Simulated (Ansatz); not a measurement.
WAu in Ansatz: the effect of Hubbard term

Crystal: WAu.

```
CELL_PARAMETERS angstrom
0.00000 2.90921 2.90921
2.90921 0.00000 2.90921
2.90921 2.90921 0.00000
ATOMIC_POSITIONS crystal
W 0.00000 0.00000 0.00000
Au 0.75000 0.75000 0.75000
```

The cell was built by a generator and needn't be a form met in nature.

Alike in all runs:

- Program: Ansatz 0.2.0
- Task: density of states
- Functional: r2SCAN
- Potentials or basis: Ansatz PAW
- Cutoff: 500 eV (not typed: the program's choice for these potentials)
- k mesh: 8 × 8 × 8
- Occupations: fermi-dirac, width 0.05 eV
- Spin: no spin polarisation
- Hubbard projectors: ortho-atomic (the default)
- Double counting: fll (the default)

| Hubbard term | pressure (GPa) |
| --- | --- |
| none | -3.3 |
| Au d U = 2 eV, W d U = 2 eV | ? |
| Au d U = 3 eV, W d U = 3 eV | 2.0 |
| Au d U = 4 eV, W d U = 4 eV | 11.1 |
| Au d U = 5 eV, W d U = 5 eV | 16.3 |
| Au d U = 6 eV, W d U = 6 eV | 20.7 |

Problem. What does the run with Hubbard term Au d U = 2 eV, W d U = 2 eV give?

Solution. Pressure -1.3 GPa.

Worked out: A parabola through the other rows of the pressure, of slope 3.21 GPa per eV there, gives 0.7 GPa, against the run's -1.3.

Caveats: the PAW data sets come from PBE, with cores solved anew for the run's functional, which leaves a small shift of forces and pressure; U without spin polarisation on a metal has little footing (some runs); the U is typed as a test and isn't derived for this compound (some runs).
